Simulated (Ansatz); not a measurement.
# Sn: the cost of one run

Computed with Ansatz 0.2.0 (DFT PBE, scalar-relativistic, plane waves, PAW, unless a step's input says otherwise).

## (1) The structure to begin with

Symmetry: I4_1/amd, No. 141, tetragonal system. The conventional cell has a = 5.946 Å, b = 5.946 Å, c = 3.214 Å, α = 90.00°, β = 90.00°, γ = 90.00°. Around Sn (site symmetry -4m2) lie 6 Sn at 3.08 to 3.21 Å.

As a file:

```xyz
2
Lattice="-2.9730 2.9730 1.6069 2.9730 -2.9730 1.6069 2.9730 2.9730 -1.6069" Properties=species:S:1:pos:R:3 pbc="T T T"
Sn    0.0000    0.0000    0.0000
Sn    0.0000    2.9730    0.8034
```

This cell was relaxed beforehand with the same method: volume 28.40 Å³/atom, gap on the mesh none (metal).

## (2) Bulk reference on the slab's mesh

Contents of input.yaml:

```yaml
crystal:
  lattice:
    - [3.2137631472, 0.0, 0.0]
    - [0.0, 5.9459077624, 0.0]
    - [1.6068815736, -2.9729538812, 2.9729538812]
  atoms:
    - { symbol: Sn, position: [0.0, 0.0, 0.0] }
    - { symbol: Sn, position: [0.75, 0.5, 0.0] }
basis:
  ecutwfc: 420
kpoints:
  mp_grid: { grid: [11, 6, 12] }
hamiltonian:
  xc: pbe
scf:
  occupations: { method: gaussian, width: 0.1 }
output:
  forces: true
  stress: true
  eigenvalues: true
```

Launch:

```console
$ ansatz run input.yaml --threads 1 --pin off --max-ram 2560MiB --backend cpu --events-out ev --progress --plain --runs-dir out
```

What time and memory should one allow on 1 thread of Arm Neoverse V2, shared host?

About 10 s, with a peak of 0.46 GiB.
